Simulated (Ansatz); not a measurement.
# Hf7S: the cost of one run

Method: DFT PBE, scalar-relativistic, plane waves, PAW, unless a step names another level, in Ansatz 0.2.0.

6 further runs of the same task are left out: 1 that didn't finish, 5 set aside as unsound or not needed. Runs told in other sessions of the task aren't counted.

### 1 What the formula suggests

Pauling electronegativities: Hf 1.30, S 2.58 (spread 1.28). No set of common oxidation states balances it. Tabulated atomic sizes suggest about 19 Å³/atom. 31 candidates were drawn, by swapping species into database cells of other compounds, at random by space group and Wyckoff sites, or by hand, as the table says:

| name | made from | space group no. | Wyckoff sites | atoms (primitive cell) | V (Å³/atom) |
| --- | --- | --- | --- | --- | --- |
| c01 | random | 191 | Hf 2d, 1b, 4h; S 1a | 8 | 20.1 |
| c02 | random | 166 | Hf 18f, 3a; S 3b | 8 | 19.7 |
| c03 | random | 191 | Hf 6m, 1b; S 1a | 8 | 22.0 |
| c04 | random | 139 | Hf 8i, 4e, 2b; S 2a | 8 | 22.2 |
| c05 | built by hand: Ordered bcc 2x2x2 superstructure | 229 | Hf 6b, 8c; S 2a | 8 | 19.2 |
| c06 | random | 189 | Hf 3f, 2e, 2c; S 1a | 8 | 24.1 |
| c07 | random | 123 | Hf 4l, 1b, 2e; S 1d | 8 | 20.1 |
| c08 | database cell of Si7Ge | 215 | Hf 4e, 3c; S 1a | 8 | 26.2 |
| c09 | random | 189 | Hf 6j, 1a; S 1b | 8 | 23.9 |
| c10 | random | 221 | Hf 6e, 1a; S 1b | 8 | 23.6 |
| c11 | database cell of Mg7Al | 187 | Hf 3j, 3k, 1f; S 1a | 8 | 25.7 |
| c12 | database cell of Zn7Mo | 225 | Hf 24d, 4b; S 4a | 8 | 19.1 |
| c13 | built by hand: Layered Hf slab with octahedral S sheet | 164 | Hf 1b, 2d, 2d, 2d; S 1a | 8 | 19.4 |
| c14 | random | 216 | Hf 4c, 24f; S 4b | 8 | 24.8 |
| c15 | random | 166 | Hf 9d, 9e, 3a; S 3b | 8 | 19.3 |
| c16 | database cell of Mg7Sn | 187 | Hf 3j, 3k, 1d; S 1a | 8 | 24.5 |
| c17 | random | 221 | Hf 6e, 1b; S 1a | 8 | 24.5 |
| c18 | database cell of Mg7Cu | 187 | Hf 3j, 3k, 1b; S 1e | 8 | 25.5 |
| c19 | built by hand: Ordered hcp 2x2x1 substitution | 187 | Hf 3j, 3k, 1f; S 1a | 8 | 19.2 |
| c20 | built by hand: Hf2S-like layered slab, trigonal-prismatic S | 187 | Hf 2h, 2i, 2h, 1f; S 1a | 8 | 19.5 |
| c21 | random | 216 | Hf 24f, 4d; S 4a | 8 | 21.7 |
| c22 | random | 191 | Hf 1a, 2e, 2c, 2d; S 1b | 8 | 21.8 |
| c23 | random | 216 | Hf 4a, 24f; S 4c | 8 | 20.8 |
| c24 | random | 187 | Hf 6n, 1c; S 1f | 8 | 24.6 |
| c25 | random | 200 | Hf 6g, 1a; S 1b | 8 | 21.1 |
| c26 | database cell of CaMg7 | 187 | Hf 3k, 3j, 1e; S 1b | 8 | 26.8 |
| c27 | random | 139 | Hf 4e, 8j, 2a; S 2b | 8 | 20.6 |
| c28 | random | 225 | Hf 24d, 4a; S 4b | 8 | 21.7 |
| c29 | built by hand: Ca7Ge | 225 | Hf 24d, 4b; S 4a | 8 | 19.2 |
| c30 | database cell of Fe7Co | 229 | Hf 6b, 8c; S 2a | 8 | 20.6 |
| c31 | random | 191 | Hf 3g, 3f, 1a; S 1b | 8 | 20.2 |

### 2 Screening run of c20

The input, input.yaml:

```yaml
crystal:
  lattice:
    - [3.17, 0.0, 0.0]
    - [-1.585, 2.74530053, 0.0]
    - [0.0, 0.0, 17.9]
  atoms:
    - { symbol: Hf, position: [0.33333333, 0.66666667, 0.098] }
    - { symbol: Hf, position: [0.33333333, 0.66666667, 0.902] }
    - { symbol: Hf, position: [0.66666667, 0.33333333, 0.768] }
    - { symbol: Hf, position: [0.33333333, 0.66666667, 0.366] }
    - { symbol: Hf, position: [0.66666667, 0.33333333, 0.5] }
    - { symbol: Hf, position: [0.66666667, 0.33333333, 0.232] }
    - { symbol: Hf, position: [0.33333333, 0.66666667, 0.634] }
    - { symbol: S, position: [0.0, 0.0, 0.0] }
basis:
  ecutwfc: 420
kpoints:
  mp_grid: { grid: [6, 6, 1] }
hamiltonian:
  xc: pbe
scf:
  occupations: { method: gaussian, width: 0.2 }
  lower_state_search: "off"
output:
  forces: true
  stress: true
  eigenvalues: true
relax:
  adjacent_minimum: "off"
  f_tol: 0.08
  max_steps: 16
  cell: { stress_tol: 0.8 }
```

The run is started by

```console
$ ansatz run input.yaml --threads 1 --pin off --max-ram 2560MiB --backend cpu --events-out ev --progress --plain --runs-dir out
```

What time and memory should one allow on 1 thread of Intel Xeon 6975P-C (Granite Rapids), shared host?

About 45 s, with a peak of 0.55 GiB.
